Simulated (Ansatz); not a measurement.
# CH6InNS: small, medium and large basis sets

The task here is to estimate one member of a computed series from the others.

Computed with Ansatz 0.2.0, Gaussian basis. Level: one geometry, several basis sets.

The runs, in order: PBE0-D4/def2-SVP; ωB97M-V/def2-SVP; PBE0-D4/def2-QZVPP; ωB97M-V/def2-QZVPP; the functionals' def2-TZVPP values are taken from earlier runs.

## The geometry

All runs share one geometry, relaxed beforehand with PBE0-D4 in a triple-zeta def2 set. In takes the def2 core potential; no spin-orbit term is included.

SMILES `[CH3][In]([NH2])[SH]`, 10 atoms, charge 0, spin multiplicity 1.

Atoms are counted from 1 here; the program's logs count them from 0.

Bond lengths: C1–In2 2.137 Å, C1–H5 1.091 Å, C1–H6 1.090 Å, C1–H7 1.089 Å, In2–N3 2.018 Å, In2–S4 2.397 Å, N3–H8 1.008 Å, N3–H9 1.009 Å, S4–H10 1.343 Å. Angles: In2–C1–H5 109.5°, In2–C1–H6 110.1°, In2–C1–H7 110.2°, H5–C1–H6 108.6°, H5–C1–H7 109.2°, H6–C1–H7 109.3°, C1–In2–N3 124.7°, C1–In2–S4 121.7°, N3–In2–S4 113.4°, In2–N3–H8 119.5°, In2–N3–H9 119.7°, H8–N3–H9 109.7°, In2–S4–H10 94.0°.

The first run:

in.yaml reads:

```yaml
crystal:
  periodic: [false, false, false]
  atoms:
    - {symbol: C, position_ang: [-0.276055, 1.907231, 0.361517]}
    - {symbol: In, position_ang: [-0.065731, -0.213203, 0.204728]}
    - {symbol: N, position_ang: [0.767592, -1.173497, -1.362203]}
    - {symbol: S, position_ang: [-0.652390, -1.673642, 2.012511]}
    - {symbol: H, position_ang: [0.705931, 2.376638, 0.290039]}
    - {symbol: H, position_ang: [-0.900596, 2.281989, -0.450010]}
    - {symbol: H, position_ang: [-0.730213, 2.170331, 1.315706]}
    - {symbol: H, position_ang: [0.616667, -2.164128, -1.474735]}
    - {symbol: H, position_ang: [0.790907, -0.727721, -2.266620]}
    - {symbol: H, position_ang: [-0.256101, -2.784006, 1.369066]}
basis:
  gaussian: {orbitals: def2-SVP}
hamiltonian: {xc: pbe0, dispersion: d4}
output: {orbitals: {seedname: orbitals}}
```

Run with:

```console
ansatz run in.yaml --threads 4 --pin off --events-out ev --progress --plain --max-ram 10444MiB
```

Among the steps run: PBE0-D4 in def2-SVP; ωB97M-V in def2-SVP; PBE0-D4 in def2-QZVPP; ωB97M-V in def2-QZVPP.

One table of the session follows, with a row left open; its other results are not shown here.

It belongs to the step «Functionals by basis». 

```
functional       basis  HOMO (eV)
   PBE0-D4    def2-SVP      -6.66
   PBE0-D4  def2-TZVPP      -6.89
   PBE0-D4  def2-QZVPP      -6.94
   ωB97M-V    def2-SVP      -8.89
   ωB97M-V  def2-TZVPP      -9.15
   ωB97M-V  def2-QZVPP          ?
```

Q: Estimate the row for ωB97M-V, def2-QZVPP from the others.

**Answer.** HOMO (eV): -9.20. In the column «HOMO (eV)» it is the lowest.
